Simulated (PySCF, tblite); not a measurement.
**CH5AlGeO3, a small gas-phase stand-in for a defect centre: NMR shifts, core binding energies and electronic excitations**

Aim: the NMR shifts, core binding energies and electronic excitations of `[CH3][Ge][O][Al]([OH])[OH]`. It is drawn as: twofold Ge.

Computed with tblite 0.8.0 and PySCF 2.14.0; each step states its level. No surroundings beyond the atoms listed, unless a continuum is named. Atoms count from 0, parts from 1.

## Step 1: Starting point

11 atoms, charge 0, multiplicity 1; geometry: distance geometry start.

## Step 2: Geometry optimisation with GFN2-xTB

What the job is given:

```
{"job": {"kind": "relax", "xc": "GFN2-xTB", "basis": "xTB"}, "charge": 0, "multiplicity": 1}
Ge    -1.042571     0.912676    -0.368169
C     -2.935489     0.825627     0.013616
O      0.740506     0.745871    -0.892267
Al     1.390253    -0.649333    -1.996905
O      1.045891    -2.370744    -1.384282
O      1.308325    -0.374027    -3.821128
H     -3.120803     1.260420     0.928177
H     -3.236052    -0.180822     0.053528
H     -3.466213     1.292401    -0.702731
H      0.162740    -2.823249    -1.361114
H      0.499143    -0.388585    -4.356655
```

Method: GFN2-xTB geometry optimisation, gas phase.

Started as:

```console
$ OMP_NUM_THREADS=1 python cluster_run.py task.json out
```

This one command runs all jobs of the session in turn.

**Question.** The jobs that follow are: PBE0-D3(BJ)/def2-SVP geometry optimisation, gas phase; GIAO PBE0/pcSseg-1 NMR shielding, non-relativistic, gas phase; delta-SCF UKS SCAN, pcX-2 on the ionised atom, pcseg-1 elsewhere, spin-free X2C; TDDFT CAM-B3LYP/def2-SVPD, vertical, gas phase, core orbitals frozen in the response. Predict: point group; rotational constants (main isotopes); 13C shifts against TMS (PBE0/pcSseg-1); 1H shifts against TMS (PBE0/pcSseg-1); 73Ge shifts against GeMe4 (PBE0/pcSseg-1); 17O shifts against H2O (PBE0/pcSseg-1); 27Al shifts against AlH4- (PBE0/pcSseg-1); potential on the surface of density 0.002 e/bohr³, 1st and 99th percentile; O1s binding energies, SCAN/pcX-2; C1s binding energies, SCAN/pcX-2; Al2p binding energies, SCAN/pcX-2; lowest singlet (CAM-B3LYP/def2-SVPD); brightest single state of those computed; lowest triplet; vertical ionisation energy (ΔSCF); vertical electron affinity (ΔSCF).

**Answer**, as computed:

```
                                                                  quantity                               value
                                                               point group                                  C1
                                      rotational constants (main isotopes)                3.82, 0.80, 0.77 GHz
                                    13C shifts against TMS (PBE0/pcSseg-1)                            41.5 ppm
                                     1H shifts against TMS (PBE0/pcSseg-1)    1.80, 1.29, 1.14, 0.42, 0.22 ppm
                                 73Ge shifts against GeMe4 (PBE0/pcSseg-1)                             950 ppm
                                    17O shifts against H2O (PBE0/pcSseg-1)                267.7, 10.0, 1.5 ppm
                                 27Al shifts against AlH4- (PBE0/pcSseg-1)                            12.9 ppm
potential on the surface of density 0.002 e/bohr³, 1st and 99th percentile                  -1.55 V and 2.86 V
                                          O1s binding energies, SCAN/pcX-2  O4 538.06, O5 538.05, O2 536.81 eV
                                          C1s binding energies, SCAN/pcX-2                        C1 289.67 eV
                                         Al2p binding energies, SCAN/pcX-2                        Al3 80.80 eV
                                      lowest singlet (CAM-B3LYP/def2-SVPD)         3.10 eV (400 nm), f = 0.021
                                  brightest single state of those computed         state 5, 6.63 eV, f = 0.192
                                                            lowest triplet                             2.06 eV
                                         vertical ionisation energy (ΔSCF)                             8.58 eV
                                         vertical electron affinity (ΔSCF)                             0.16 eV
```

The start of the PBE0/def2-SVP relaxation was shaken at random by about 0.01 Å, so part of the energy gained, and of the first lengths quoted, undoes that. Over 10 steps the energy fell by 0.174 eV; of the close pairs, Ge0–C1 changed most, 2.071 to 1.998 Å (PBE0/def2-SVP). No frequency check was run at this level, so the end point may be a saddle. Hydrogens of an XH3 group are listed apart at this fixed geometry; free rotation makes them one line at their mean. At PBE0/pcSseg-1: The largest span, 2698 ppm, is at Ge0, where the paramagnetic term is -2372 ppm. By nearest atom (PBE0/pcSseg-1), the HOMO sits on Ge0 55 %; C1 22 % and the LUMO on Ge0 78 %; O2 10 %. At SCAN/pcX-2: The O1s levels kept as sound span 1.25 eV, from O2 (oxygen bonded to Al, Ge) up to O4 (oxygen bonded to Al, H). The lowest singlet, at 3.10 eV, is HOMO→LUMO 0.99 and is weak; of the 6 states computed, the strongest absorption comes from state 5 at 6.63 eV (the last state computed absorbs too, and its partners may lie past the list). The lowest triplet lies 1.04 eV below the lowest singlet (triplets in Tamm-Dancoff, singlets in full TDDFT). The orbital energy would give 7.66 eV for ionisation, ΔSCF gives 8.58 eV. Spin-orbit coupling is left out, which matters for shieldings and couplings at and beside the heavy atoms. A capped cluster stands for the solid here, so long-range fields and strain are missing, and bands or shifts of the capping hydrogens have no counterpart in it.
